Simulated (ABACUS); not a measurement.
**HPbNO4 in ABACUS: the effect of functional**

Crystal: HPbNO4.

```
Pb O N H
1.0
     4.20407    0.00000    0.00000
     2.02172    3.83951    0.00000
     2.04686    1.27900    6.28131
Pb O N H
1 4 1 1
Direct
  0.14426 0.92872 0.88352
  0.83108 0.65056 0.78405
  0.38694 0.22380 0.11295
  0.31104 0.03576 0.45856
  0.07726 0.60633 0.32275
  0.25670 0.28861 0.30171
  0.89145 0.68202 0.62796
```

The cell was built by a generator and needn't be a form met in nature.

Alike in all runs:

```yaml
Program: ABACUS 3.10.1
Task: single point
Potentials_or_basis: SG15 ONCV 1.2 PBE
Cutoff: 1361 eV
Density_cutoff: 5442 eV
Basis: DZP LCAO (the cutoffs set its grid)
k_mesh: 7 × 7 × 5
Occupations: fermi-dirac, width 0.05 eV
Spin: no spin polarisation
```

```tsv
functional	gap on the mesh (eV)	pressure (GPa)	largest force (eV/Å)
LDA	2.74	-0.1	1.70
PBE	2.77	3.9	1.60
PBEsol	2.77	1.7	1.49
WC	2.77	1.8	1.50
revPBE	?	?	?
TPSS	2.90	3.7	1.76
```

Q: What does the run with functional revPBE give?

A: gap on the mesh 2.79 eV; pressure 5.5 GPa; largest force 1.56 eV/Å.

Caveats: the atomic orbitals were generated for these runs and aren't a published set; spin-orbit coupling is left out, which as a rule narrows the gap of such compounds by several tenths of an eV; an odd mesh through Γ misses points on the zone boundary, where band edges often lie; the basis of atomic orbitals isn't converged, which shifts pressures, moduli and gaps; the potentials were made for another functional, which shifts forces and pressure (some runs); forces of over 1 eV/Å show positions far from the minimum, so gaps and moduli don't describe the material at rest (some runs).
